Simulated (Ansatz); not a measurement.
# CH6ClGaSi: small, medium and large basis sets

How large a basis does CH6ClGaSi need? Two functionals are run in growing sets.

The runs use Ansatz 0.2.0, Gaussian basis; one geometry, several basis sets.

Plan: PBE0-D4/def2-SVP; ωB97M-V/def2-SVP; PBE0-D4/def2-QZVPP; the functionals' def2-TZVPP values are taken from earlier runs.

1 further run of the same task is left out (it didn't finish).

**1. The geometry**

The geometry comes from an earlier relaxation with PBE0-D4 in a triple-zeta def2 set; it is a stationary point, not always the lowest conformer.

SMILES `C[SiH2][GaH][Cl]`, 10 atoms, charge 0, spin multiplicity 1.

Atoms are counted from 1 here; the program's logs count them from 0.

Bond lengths: C1–Si2 1.877 Å, C1–H5 1.092 Å, C1–H6 1.092 Å, C1–H7 1.092 Å, Si2–Ga3 2.407 Å, Si2–H8 1.490 Å, Si2–H9 1.490 Å, Ga3–Cl4 2.165 Å, Ga3–H10 1.568 Å. Angles: Si2–C1–H5 111.0°, Si2–C1–H6 110.5°, Si2–C1–H7 111.0°, H5–C1–H6 108.1°, H5–C1–H7 108.0°, H6–C1–H7 108.1°, C1–Si2–Ga3 113.5°, C1–Si2–H8 110.4°, C1–Si2–H9 110.4°, Ga3–Si2–H8 107.4°, Ga3–Si2–H9 107.4°, H8–Si2–H9 107.4°, Si2–Ga3–Cl4 114.3°, Si2–Ga3–H10 133.2°, Cl4–Ga3–H10 112.5°.

**2. PBE0-D4 in def2-SVP**

Input file in.yaml:

```yaml
crystal:
  periodic: [false, false, false]
  atoms:
    - {symbol: C, position_ang: [0.016800, 1.606283, 0.535607]}
    - {symbol: Si, position_ang: [-0.586314, 0.116801, -0.434566]}
    - {symbol: Ga, position_ang: [0.706499, -1.875390, -0.040501]}
    - {symbol: Cl, position_ang: [0.031528, -3.610148, -1.145109]}
    - {symbol: H, position_ang: [-0.026205, 1.417370, 1.610327]}
    - {symbol: H, position_ang: [-0.603105, 2.479435, 0.319570]}
    - {symbol: H, position_ang: [1.049120, 1.850785, 0.276569]}
    - {symbol: H, position_ang: [-2.001084, -0.194321, -0.084176]}
    - {symbol: H, position_ang: [-0.539375, 0.395249, -1.897921]}
    - {symbol: H, position_ang: [1.952137, -2.186074, 0.860201]}
basis:
  gaussian: {orbitals: def2-SVP}
hamiltonian: {xc: pbe0, dispersion: d4}
output: {orbitals: {seedname: orbitals}}
```

After this run come: ωB97M-V in def2-SVP; PBE0-D4 in def2-QZVPP.

**Question.** What will the summary of the whole plan be? Wanted: PBE0-D4: double and triple zeta above quadruple.

The runs gave:

```
                                       quantity           value
PBE0-D4: double and triple zeta above quadruple  16.89, 1.88 eV
```

What this shows: For PBE0-D4 the step from double to triple zeta gains 15.02 eV and the next only 1.88 eV. These are total energies; as a rule much of such shifts cancels in differences, which this series doesn't test.
